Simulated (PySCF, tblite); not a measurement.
# C₆H₁₀OS: a rotation path, then NMR shifts on frames, part 1 of 2

How do NMR shifts of C₆H₁₀OS (`C=CCC(=C)[S@@](C)=O`) change as the atoms move?

The runs use tblite 0.8.0 and PySCF 2.14.0, with density-fitted response routines of our own; the level of theory stands in each step. All values are computed, except where a source is named. Atoms count from 0, in the outputs and in this text.

### Step 1. The molecule as given

18 atoms, charge 0, multiplicity 1; geometry from: GFN2-xTB.

Bonds of the start (Å): C0–C1 1.32, C1–C2 1.50, C2–C3 1.50, C3–C4 1.32, C3–S5 1.84, S5–C6 1.85, S5–O7 1.46, C0–H8 1.08, C0–H9 1.08, C1–H10 1.08, C2–H11 1.09, C2–H12 1.09, C4–H13 1.08, C4–H14 1.08, C6–H15 1.08, C6–H16 1.09, C6–H17 1.08.

### Step 2. A band between two rotamers with GFN2-xTB

The job: settings as JSON, then the geometry in Å.

```
{"job": {"kind": "neb", "xc": "GFN2-xTB", "basis": "xTB", "atoms": [2, 3, 5, 6], "turn": 120}, "charge": 0, "multiplicity": 1}
C     -1.852997     1.763746    -0.057741
C     -1.445090     0.708226     0.621316
C     -1.258311    -0.658808     0.030000
C      0.141126    -1.157476     0.220119
C      0.602231    -1.890530     1.212400
S      1.293533    -0.724149    -1.143218
C      1.714949     0.941765    -0.455000
O      2.489565    -1.540647    -0.940287
H     -1.983251     2.725772     0.407969
H     -2.084437     1.706900    -1.109190
H     -1.217856     0.785623     1.676307
H     -1.490669    -0.634217    -1.036542
H     -1.951146    -1.346113     0.524733
H     -0.005965    -2.218342     2.039533
H      1.635485    -2.200537     1.208245
H      0.822151     1.555276    -0.452154
H      2.473629     1.372665    -1.100199
H      2.108296     0.817163     0.547773
```

With the program's defaults for keys left out, this is: GFN2-xTB climbing-image nudged elastic band, gas phase.

Launch:

```console
OMP_NUM_THREADS=1 python probes_run.py task.json out
```

The driver reads the jobs from task.json and runs them one after another.

Output:

```text
image   E - E0 / eV
  0       0.0000
  1       0.0456
  2       0.1271
  3       0.1784
  4       0.1748
  5       0.1485
  6       0.1089
  7       0.0619
  8       0.0264
```

Wall time 5.2 s (1 thread of Arm Neoverse V1, shared host); peak memory 0.18 GiB.

The final band, with the dihedral C2–C3–S5–C6:

```
image  dihedral (°)  energy (eV)  energy (kcal/mol)
    0            85        0.000                0.0
    1           107        0.046                1.1
    2           128        0.127                2.9
    3           150        0.178                4.1
    4           172        0.175                4.0
    5           193        0.149                3.4
    6           214        0.109                2.5
    7           236        0.062                1.4
    8           257        0.026                0.6
```

### Step 3. Shielding tensors: image 0, PBE0/pcSseg-1

The job: settings as JSON, then the geometry in Å.

```
{"job": {"kind": "nmr", "xc": "PBE0", "basis": "pcSseg-1", "pop": false}, "charge": 0, "multiplicity": 1}
C     -1.853000     1.763700    -0.057700
C     -1.445100     0.708200     0.621300
C     -1.258300    -0.658800     0.030000
C      0.141100    -1.157500     0.220100
C      0.602200    -1.890500     1.212400
S      1.293500    -0.724100    -1.143200
C      1.714900     0.941800    -0.455000
O      2.489600    -1.540600    -0.940300
H     -1.983300     2.725800     0.408000
H     -2.084400     1.706900    -1.109200
H     -1.217900     0.785600     1.676300
H     -1.490700    -0.634200    -1.036500
H     -1.951100    -1.346100     0.524700
H     -0.006000    -2.218300     2.039500
H      1.635500    -2.200500     1.208200
H      0.822200     1.555300    -0.452200
H      2.473600     1.372700    -1.100200
H      2.108300     0.817200     0.547800
```

With the program's defaults for keys left out, this is: GIAO PBE0/pcSseg-1 NMR shielding, non-relativistic, gas phase.

Output:

```text
coarse grid: 15432 points
cycle   1  E = -707.1757355459  dE =  1.239e+00  |g| = 9.195e-01  |ddm| = 3.963e+00
cycle   2  E = -706.4294952140  dE =  7.462e-01  |g| = 2.107e+00  |ddm| = 4.079e+00
cycle   3  E = -707.3283516610  dE = -8.989e-01  |g| = 2.681e-01  |ddm| = 3.497e+00
cycle   4  E = -707.3441122004  dE = -1.576e-02  |g| = 1.079e-01  |ddm| = 3.967e-01
cycle   5  E = -707.3466707803  dE = -2.559e-03  |g| = 3.929e-02  |ddm| = 1.320e-01
cycle   6  E = -707.3470136715  dE = -3.429e-04  |g| = 1.003e-02  |ddm| = 3.530e-02
cycle   7  E = -707.3470380940  dE = -2.442e-05  |g| = 2.781e-03  |ddm| = 1.207e-02
cycle   8  E = -707.3470400459  dE = -1.952e-06  |g| = 5.809e-04  |ddm| = 3.760e-03
final grid: 143928 points
cycle   9  E = -707.4089168150  dE = -3.199e-05  |g| = 1.130e-02  |ddm| = 3.540e-02
cycle  10  E = -707.4088706190  dE =  4.620e-05  |g| = 1.843e-02  |ddm| = 3.146e-02
cycle  11  E = -707.4089441211  dE = -7.350e-05  |g| = 3.655e-03  |ddm| = 2.331e-02
cycle  12  E = -707.4089468814  dE = -2.760e-06  |g| = 3.278e-04  |ddm| = 3.450e-03
cycle  13  E = -707.4089469043  dE = -2.291e-08  |g| = 1.719e-04  |ddm| = 5.780e-04
cycle  14  E = -707.4089469115  dE = -7.171e-09  |g| = 4.727e-05  |ddm| = 1.832e-04
cycle  15  E = -707.4089469120  dE = -5.070e-10  |g| = 1.342e-05  |ddm| = 5.378e-05
converged SCF energy = -707.4089469120

GIAO shielding tensors (ppm)
atom      isotropic    diamagn.    paramagn.     s11        s22        s33       span
  0 C       63.231     254.116    -190.885    -48.546     79.838    158.401    206.947
  1 C       37.296     257.651    -220.355    -83.824     46.794    148.917    232.741
  2 C      145.050     246.445    -101.395    129.451    147.627    158.073     28.621
  3 C       17.100     267.997    -250.897    -94.933     25.694    120.538    215.471
  4 C       66.684     252.782    -186.098    -49.633     67.422    182.263    231.897
  5 S      186.237    1053.218    -866.982     50.326     86.874    421.509    371.183
  6 C      132.735     254.718    -121.983    100.057    119.001    179.147     79.090
  7 O      269.112     395.367    -126.255     69.724    277.089    460.524    390.800
  8 H       26.368      29.211      -2.843     23.230     25.662     30.212      6.982
  9 H       26.336      31.025      -4.689     22.542     26.196     30.270      7.729
 10 H       25.750      32.763      -7.013     22.639     25.849     28.763      6.124
 11 H       28.958      31.118      -2.161     26.258     28.603     32.012      5.754
 12 H       28.173      30.417      -2.243     24.304     27.172     33.044      8.740
 13 H       25.576      31.439      -5.863     22.109     25.137     29.483      7.374
 14 H       25.211      31.662      -6.451     22.612     23.559     29.462      6.850
 15 H       29.119      32.705      -3.586     24.157     28.952     34.248     10.091
 16 H       29.146      30.022      -0.875     26.468     26.701     34.270      7.802
 17 H       29.723      32.369      -2.646     27.292     28.767     33.111      5.819
```

It took 35 s on 1 thread of Arm Neoverse V1, shared host; peak memory 0.86 GiB.

Shifts follow as δ = σ(reference) − σ, with reference shieldings (ppm) from runs at the same level and on the same kind of geometry: 1H TMS 31.72, 13C TMS 186.9, 17O H2O 336.1, 33S CS2 504. The references are single molecules in the gas phase, so shifts against H2O, NH3, PH3, H3PO4 or CFCl3 are not on the usual liquid scales and can be off by tens of ppm. Each atom is listed at this fixed geometry, with no averaging over motion; a spectrum would average atoms that exchange fast.

| atoms | environment | σ (ppm) | δ (ppm) |
| --- | --- | --- | --- |
| C3 | fully substituted alkene carbon | 17.1 | 169.8 |
| C1 | alkene CH | 37.3 | 149.6 |
| C0 | terminal =CH2 carbon | 63.2 | 123.7 |
| C4 | terminal =CH2 carbon | 66.7 | 120.2 |
| C6 | methyl carbon bonded to S | 132.7 | 54.2 |
| C2 | allylic sp3 CH2 | 145.1 | 41.9 |
| H14 | hydrogen on a terminal =CH2 carbon | 25.21 | 6.51 |
| H13 | hydrogen on a terminal =CH2 carbon | 25.58 | 6.14 |
| H10 | hydrogen on an alkene CH | 25.75 | 5.97 |
| H9 | hydrogen on a terminal =CH2 carbon | 26.34 | 5.38 |
| H8 | hydrogen on a terminal =CH2 carbon | 26.37 | 5.35 |
| H12 | hydrogen on an allylic sp3 CH2 | 28.17 | 3.54 |
| H11 | hydrogen on an allylic sp3 CH2 | 28.96 | 2.76 |
| H15 | hydrogen on a methyl carbon bonded to S | 29.12 | 2.60 |
| H16 | hydrogen on a methyl carbon bonded to S | 29.15 | 2.57 |
| H17 | hydrogen on a methyl carbon bonded to S | 29.72 | 1.99 |
| S5 | sulfoxide sulfur | 186 | 317 |
| O7 | S=O oxygen | 269.1 | 67.0 |

The fields below are evaluated on a grid from the run's orbitals.

Frontier orbitals at PBE0/pcSseg-1, with the share of their density that lies nearest to each atom:

```csv
orbital,energy (eV),lies on
HOMO,-6.67,"O7 48 %; S5 26 %; C3, C6 about 7 % each"
LUMO,-0.68,"C3, C4 about 21 % each; C0, C1 about 8 % each; H13, H14 about 6 % each"
```

ELF in a plane through or near 7 of the atoms.

Values, 10 rows by 14 columns:
```
0.00 0.00 0.00 0.00 0.00 0.00 0.00 0.00 0.00 0.00 0.00 0.00 0.00 0.00
0.00 0.00 0.00 0.00 0.00 0.08 0.04 0.00 0.00 0.00 0.00 0.00 0.00 0.00
0.00 0.00 0.00 0.00 0.25 0.99 0.95 0.12 0.04 0.00 0.00 0.00 0.00 0.00
0.00 0.00 0.00 0.05 0.02 0.58 0.23 1.00 0.81 0.05 0.10 0.07 0.00 0.00
0.00 0.00 0.10 0.58 0.11 0.18 0.23 0.15 0.15 0.75 0.71 0.89 0.10 0.00
0.00 0.00 0.01 0.04 0.08 0.40 0.64 0.14 0.58 0.64 0.62 0.46 0.05 0.00
0.00 0.00 0.07 0.98 0.95 0.41 0.49 0.32 0.52 0.51 0.67 0.38 0.00 0.00
0.00 0.00 0.00 0.05 0.36 0.91 0.15 0.13 0.63 0.01 0.01 0.00 0.00 0.00
0.00 0.00 0.00 0.00 0.01 0.09 0.01 0.00 0.00 0.00 0.00 0.00 0.00 0.00
0.00 0.00 0.00 0.00 0.00 0.00 0.00 0.00 0.00 0.00 0.00 0.00 0.00 0.00
```
The map spans 11.6 Å across and 11.0 Å up, centred on the molecule. Atoms in the plane (x, y in Å): C0 (2.5, 0.3), C1 (1.6, -0.5), C4 (-1.7, -1.5), C6 (-0.8, 1.9), H14 (-2.7, -1.1), H15 (0.3, 1.8), H16 (-1.1, 2.9).

log10 of the density (e/Å³) in the same plane.

Ten even steps from '0' (-4.0) to '9' (1.1):
```
0000000000000000000000000000
0000000000000000000000000000
0000000012232211000000000000
0000000134554432100000000000
0000001245676554321000000000
0000012346787765432222110000
0000234446799887544444321000
0001345556787776555666543100
0002355555666655567787653200
0002345555666555678997653200
0001345556677666788877643200
0001346777887767898765432100
0001346789987666776654331000
0000235677876556655443210000
0000123456665455543321000000
0000012345554334332100000000
0000000123332222210000000000
0000000001110000000000000000
0000000000000000000000000000
0000000000000000000000000000
```
The map spans 11.6 Å across and 11.0 Å up, centred on the molecule. Atoms in the plane (x, y in Å): C0 (2.5, 0.3), C1 (1.6, -0.5), C4 (-1.7, -1.5), C6 (-0.8, 1.9), H14 (-2.7, -1.1), H15 (0.3, 1.8), H16 (-1.1, 2.9).

On the surface of density 0.002 e/bohr³ the electrostatic potential runs, from the 1st to the 99th percentile, from -2.07 V near O7 to 1.01 V near H13.

### Step 4. Nuclear shieldings: image 1, PBE0/pcSseg-1

The job: settings as JSON, then the geometry in Å.

```
{"job": {"kind": "nmr", "xc": "PBE0", "basis": "pcSseg-1", "pop": false}, "charge": 0, "multiplicity": 1}
C     -2.096600     1.704900    -0.123500
C     -1.591200     0.711300     0.582000
C     -1.323800    -0.662600     0.039600
C      0.116500    -1.040600     0.198700
C      0.661700    -1.696200     1.202900
S      1.188500    -0.552300    -1.215800
C      2.014100     0.830100    -0.306300
O      2.208300    -1.594900    -1.328200
H     -2.287900     2.671600     0.310300
H     -2.353100     1.589800    -1.164000
H     -1.345300     0.844800     1.627500
H     -1.591700    -0.698300    -1.018300
H     -1.946700    -1.378700     0.584300
H      0.098500    -2.043900     2.053600
H      1.714000    -1.931500     1.189300
H      1.273300     1.580900    -0.058800
H      2.771400     1.240800    -0.966300
H      2.481400     0.431100     0.587300
```

Method: GIAO PBE0/pcSseg-1 NMR shielding, non-relativistic, gas phase.

Output:

```text
coarse grid: 15432 points
cycle   1  E = -707.1705582642  dE =  1.232e+00  |g| = 9.233e-01  |ddm| = 3.959e+00
cycle   2  E = -706.3976248029  dE =  7.729e-01  |g| = 2.132e+00  |ddm| = 4.117e+00
cycle   3  E = -707.3243458568  dE = -9.267e-01  |g| = 2.716e-01  |ddm| = 3.558e+00
cycle   4  E = -707.3406041494  dE = -1.626e-02  |g| = 1.076e-01  |ddm| = 4.040e-01
cycle   5  E = -707.3431765374  dE = -2.572e-03  |g| = 3.760e-02  |ddm| = 1.355e-01
cycle   6  E = -707.3434863696  dE = -3.098e-04  |g| = 1.059e-02  |ddm| = 3.479e-02
cycle   7  E = -707.3435133438  dE = -2.697e-05  |g| = 2.969e-03  |ddm| = 1.274e-02
cycle   8  E = -707.3435156271  dE = -2.283e-06  |g| = 5.455e-04  |ddm| = 4.117e-03
final grid: 143928 points
cycle   9  E = -707.4055480965  dE = -3.437e-05  |g| = 1.153e-02  |ddm| = 3.575e-02
cycle  10  E = -707.4054988600  dE =  4.924e-05  |g| = 1.897e-02  |ddm| = 3.269e-02
cycle  11  E = -707.4055768607  dE = -7.800e-05  |g| = 3.647e-03  |ddm| = 2.378e-02
cycle  12  E = -707.4055795627  dE = -2.702e-06  |g| = 3.406e-04  |ddm| = 3.359e-03
cycle  13  E = -707.4055795861  dE = -2.338e-08  |g| = 1.901e-04  |ddm| = 6.135e-04
cycle  14  E = -707.4055795949  dE = -8.825e-09  |g| = 5.494e-05  |ddm| = 2.112e-04
cycle  15  E = -707.4055795956  dE = -6.785e-10  |g| = 1.497e-05  |ddm| = 6.214e-05
converged SCF energy = -707.4055795956

GIAO shielding tensors (ppm)
atom      isotropic    diamagn.    paramagn.     s11        s22        s33       span
  0 C       63.840     253.449    -189.610    -47.175     80.305    158.388    205.563
  1 C       39.274     257.375    -218.101    -80.756     50.898    147.680    228.436
  2 C      142.598     246.133    -103.535    128.813    144.160    154.821     26.008
  3 C       12.585     268.122    -255.536   -102.474     17.743    122.487    224.961
  4 C       64.666     253.487    -188.821    -54.045     70.801    177.241    231.286
  5 S      183.668    1053.298    -869.630     33.843     96.198    420.963    387.120
  6 C      132.407     254.797    -122.390    102.661    113.948    180.614     77.953
  7 O      273.852     394.803    -120.951     71.443    280.977    469.136    397.693
  8 H       26.471      29.009      -2.538     23.418     25.646     30.348      6.931
  9 H       26.289      30.859      -4.570     22.714     26.034     30.119      7.406
 10 H       25.886      32.594      -6.708     23.001     25.766     28.892      5.891
 11 H       28.661      31.364      -2.704     26.084     28.366     31.534      5.450
 12 H       28.209      30.493      -2.284     24.579     27.230     32.819      8.240
 13 H       25.547      31.637      -6.090     22.116     25.115     29.411      7.295
 14 H       25.055      31.725      -6.670     21.909     24.017     29.241      7.332
 15 H       29.738      32.629      -2.891     25.895     29.362     33.956      8.061
 16 H       29.146      29.902      -0.755     26.273     26.809     34.357      8.084
 17 H       29.533      32.520      -2.987     27.266     29.116     32.219      4.953
```

Run time: 27 s. Hardware: 1 thread of Arm Neoverse V1, shared host; peak memory 0.88 GiB.

In short: δ C3 174.3, C1 147.7, C0 123.1, C4 122.3, H14 6.66, H13 6.17 ppm.

### Step 5. NMR shieldings: image 3, PBE0/pcSseg-1

The job: settings as JSON, then the geometry in Å.

```
{"job": {"kind": "nmr", "xc": "PBE0", "basis": "pcSseg-1", "pop": false}, "charge": 0, "multiplicity": 1}
C     -2.550500     1.544500    -0.193000
C     -1.874800     0.677500     0.536200
C     -1.339000    -0.629000     0.026500
C      0.138600    -0.739600     0.263100
C      0.687000    -1.317700     1.312500
S      1.107000    -0.046100    -1.148200
C      2.592300     0.506000    -0.199000
O      1.536700    -1.216500    -1.918600
H     -2.936100     2.459000     0.224400
H     -2.756700     1.371400    -1.236400
H     -1.684900     0.869100     1.584500
H     -1.542700    -0.721500    -1.042300
H     -1.850100    -1.440900     0.553100
H      0.085000    -1.757800     2.092100
H      1.750700    -1.399700     1.449000
H      2.280300     1.253900     0.520200
H      3.284200     0.932700    -0.917800
H      3.064300    -0.339000     0.287700
```

Method: GIAO PBE0/pcSseg-1 NMR shielding, non-relativistic, gas phase.

Output:

```text
coarse grid: 15432 points
cycle   1  E = -707.1633430780  dE =  1.229e+00  |g| = 9.272e-01  |ddm| = 3.964e+00
cycle   2  E = -706.3628873481  dE =  8.005e-01  |g| = 2.154e+00  |ddm| = 4.032e+00
cycle   3  E = -707.3189626349  dE = -9.561e-01  |g| = 2.732e-01  |ddm| = 3.514e+00
cycle   4  E = -707.3357409557  dE = -1.678e-02  |g| = 1.031e-01  |ddm| = 4.099e-01
cycle   5  E = -707.3382431067  dE = -2.502e-03  |g| = 2.603e-02  |ddm| = 1.327e-01
cycle   6  E = -707.3383838729  dE = -1.408e-04  |g| = 9.860e-03  |ddm| = 3.008e-02
cycle   7  E = -707.3384056426  dE = -2.177e-05  |g| = 3.432e-03  |ddm| = 1.050e-02
cycle   8  E = -707.3384087097  dE = -3.067e-06  |g| = 6.082e-04  |ddm| = 4.638e-03
final grid: 143928 points
cycle   9  E = -707.4000992400  dE = -2.680e-05  |g| = 1.157e-02  |ddm| = 3.133e-02
cycle  10  E = -707.4000502244  dE =  4.902e-05  |g| = 1.906e-02  |ddm| = 3.148e-02
cycle  11  E = -707.4001279137  dE = -7.769e-05  |g| = 3.559e-03  |ddm| = 2.306e-02
cycle  12  E = -707.4001304637  dE = -2.550e-06  |g| = 2.655e-04  |ddm| = 3.094e-03
cycle  13  E = -707.4001304787  dE = -1.492e-08  |g| = 1.491e-04  |ddm| = 5.731e-04
cycle  14  E = -707.4001304840  dE = -5.315e-09  |g| = 4.920e-05  |ddm| = 1.844e-04
cycle  15  E = -707.4001304845  dE = -5.421e-10  |g| = 1.543e-05  |ddm| = 5.332e-05
converged SCF energy = -707.4001304845

GIAO shielding tensors (ppm)
atom      isotropic    diamagn.    paramagn.     s11        s22        s33       span
  0 C       62.524     252.712    -190.189    -48.936     78.445    158.061    206.997
  1 C       40.946     256.942    -215.996    -78.138     55.141    145.834    223.971
  2 C      140.443     246.145    -105.702    128.999    139.335    152.994     23.994
  3 C       17.823     268.106    -250.284    -96.053     15.773    133.748    229.801
  4 C       68.069     254.094    -186.025    -39.324     76.948    166.584    205.908
  5 S      177.743    1053.306    -875.563      3.314    107.313    422.603    419.289
  6 C      142.788     256.090    -113.302    111.886    132.314    184.165     72.279
  7 O      268.614     394.653    -126.039     51.721    285.895    468.225    416.504
  8 H       26.398      28.469      -2.071     23.390     25.570     30.235      6.845
  9 H       26.170      30.660      -4.489     22.585     25.869     30.057      7.471
 10 H       26.036      32.116      -6.079     23.353     25.607     29.149      5.796
 11 H       28.445      31.865      -3.419     25.821     28.375     31.140      5.318
 12 H       28.264      30.933      -2.669     24.602     27.440     32.750      8.149
 13 H       25.810      31.869      -6.059     23.265     24.629     29.536      6.271
 14 H       25.571      33.038      -7.467     23.164     24.196     29.351      6.187
 15 H       30.181      32.448      -2.266     26.430     28.231     35.883      9.452
 16 H       29.099      29.471      -0.373     26.071     27.101     34.123      8.052
 17 H       28.901      32.193      -3.291     25.719     28.927     32.059      6.340
```

Run time: 27 s. Hardware: 1 thread of Arm Neoverse V1, shared host; peak memory 0.87 GiB.

Key values: δ C3 169.1, C1 146.0, C0 124.4, C4 118.9, H14 6.15, H13 5.91 ppm.

(Continued in part 2 of 2.)
